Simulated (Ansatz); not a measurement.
What does this script print? It uses Ansatz 0.2.0, Python API.

Script `push_sn3te.py`:
```python
"""Energy and force of Sn3Te as one atom is pushed off its site."""

from dataclasses import dataclass
import warnings

import ansatz as az
import numpy as np


@dataclass
class Options:
    occupations: str = "Marzari-Vanderbilt"


cfg = Options()

warnings.simplefilter("ignore", az.DeckWarning)

vectors = np.array([
    [4.865622, 0.0, 0.0],
    [0.0, 4.865622, 0.0],
    [0.0, 0.0, 4.865622],
])
sn3te = (
    az.Lattice.of(vectors)
    .atom("Sn", [0.5, 0.5, 0.0])
    .atom("Sn", [0.5, 0.0, 0.5])
    .atom("Sn", [0.0, 0.5, 0.5])
    .atom("Te", [0.0, 0.0, 0.0])
)

inverse = np.linalg.inv(np.array(sn3te.lattice.vectors))
home = np.array(sn3te.sites[0].position)
values = np.linspace(-0.2, 0.2, 5)
energies, pulls = [], []
for shift in values:
    moved = sn3te.move(0, to=home + shift * inverse[0])
    calculation = (
        moved.calculation()
        .basis(41 * az.Ry)
        .kpoints(5)
        .occupations(cfg.occupations)
        .forces()  # minus the gradient of the free energy
    )
    rep = calculation.run(threads=1).report
    energies.append(rep["free_energy_ev"])
    pulls.append(rep["forces_ev_ang"][0][0])

# the force is minus the slope of the free energy
print("shift (A)   dE (eV)   force along x (eV/A)")
for shift, e, f in zip(values, energies, pulls):
    print(f"{shift:8.3f} {e - energies[2]:10.5f} {f:12.4f}")
print(f"stiffness from energies {2 * np.polyfit(values, energies, 2)[0]:.3f}, from forces {-np.polyfit(values, pulls, 1)[0]:.3f} eV/A^2")
```

```console
$ python push_sn3te.py
shift (A)   dE (eV)   force along x (eV/A)
  -0.200    0.00016       0.0165
  -0.100    0.00008      -0.0020
   0.000    0.00000       0.0000
   0.100    0.00008       0.0020
   0.200    0.00016      -0.0165
stiffness from energies 0.007, from forces 0.062 eV/A^2
```

Reading the output:
- For a metal this k-point mesh is coarse: on a finer one energies can move by several to tens of meV an atom and pressures by half a GPa or more, differences at one mesh by less.
- In a metal a curvature from energy changes of a few meV or less hangs on mesh and smearing, in size and even in sign.
- No functional is typed, so the default, PBE, holds.
- This cell is a computed structure, which may not be the phase found in nature.
- All periodic images of the atom move with it, so the curvature is one diagonal element of the zone-centre force constants and no normal mode; a positive value doesn't exclude soft modes in which several atoms move.
- The whole script took 62 s on 1 thread of Arm Neoverse V1 (shared host), peak memory 0.49 GiB.
